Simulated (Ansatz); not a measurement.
# C3H4Se, SMILES [Se]=C1CC1: a rigid scan of one bond length

Computed with Ansatz 0.2.0 through its Python package.

Run as a notebook:

In [1]:
```python
import ansatz as az
import matplotlib.pyplot as plt
import numpy as np
```

In [2]:
```python
geometry_ang = [
    ("Se", (-2.4111, 0.7843, -0.4349)),
    ("C", (-0.8258, 0.3843, -0.1088)),
    ("C", (0.5989, 0.4573, 0.3491)),
    ("C", (0.2541, -0.7518, -0.2286)),
    ("H", (0.7168, 0.4583, 1.4523)),
    ("H", (1.2519, 1.1279, -0.2841)),
    ("H", (0.5164, -0.9428, -1.2714)),
    ("H", (-0.0092, -1.5746, 0.4706)),
]
molecule = az.Crystal.molecule()
for symbol, xyz in geometry_ang:
    molecule = molecule.atom(symbol, xyz)
```

In [3]:
```python
symbols = [site.symbol for site in molecule.cartesian_sites]
start = np.array([site.position_ang for site in molecule.cartesian_sites])
axis = (start[7] - start[3]) / np.linalg.norm(start[7] - start[3])
moving = [7]
lengths, energies = [0.978, 1.022, 1.067, 1.111, 1.156, 1.2, 1.245, 1.311], []
for length in lengths:
    xyz = start.copy()
    xyz[moving] += (length - np.linalg.norm(start[7] - start[3])) * axis
    point = az.Crystal.molecule()
    for symbol, place in zip(symbols, xyz):
        point = point.atom(symbol, place.tolist())
    model = point.calculation()
    model = model.basis(gaussian="def2-SVP")
    model = model.functional("pbe")
    summary = model.run().report
    energies.append(summary["free_energy_ev"])
    print(f"r = {length:6.3f} A  E = {energies[-1]:.5f} eV  <S^2> = {abs(summary['mean_field']['state']['spin_squared']):.3f}")
```
```text
r =  0.978 A  E = -68498.41765 eV  <S^2> = 0.000
r =  1.022 A  E = -68498.62021 eV  <S^2> = 0.000
r =  1.067 A  E = -68498.72323 eV  <S^2> = 0.000
r =  1.111 A  E = -68498.74466 eV  <S^2> = 0.000
r =  1.156 A  E = -68498.70397 eV  <S^2> = 0.000
r =  1.200 A  E = -68498.61726 eV  <S^2> = 0.000
r =  1.245 A  E = -68498.49232 eV  <S^2> = 0.000
r =  1.311 A  E = -68498.26198 eV  <S^2> = 0.000
```

In [4]:
```python
fit = np.polynomial.Polynomial.fit(lengths, np.array(energies) - min(energies), 4).convert()
roots = [r.real for r in fit.deriv().roots() if abs(r.imag) < 1e-9 and fit.deriv(2)(r.real) > 0]
r_e = min(roots, key=lambda r: abs(r - lengths[int(np.argmin(energies))]))
print(f"minimum of the fit at {r_e:.4f} A, force constant {fit.deriv(2)(r_e):.2f} eV/A^2")
plt.figure(figsize=(4.5, 3))
plt.plot(lengths, np.array(energies) - min(energies), "o-")
plt.xlabel("bond length (A)")
plt.ylabel("E - E(min) (eV)")
plt.tight_layout()
plt.savefig("scan.png", dpi=100)
```
```text
minimum of the fit at 1.1027 A, force constant 32.95 eV/A^2
```

Notes:
- Total energies depend on the basis set; only differences at equal settings carry meaning.
- The rest of the molecule is held rigid at a force-field or estimated start geometry, and the basis set is modest; single-reference methods fail as a bond breaks.
- The orbitals are restricted, so S² is zero by construction.
- Hardware and time: 34 s on 1 thread of Arm Neoverse N1 (shared host), peak memory 0.23 GiB.
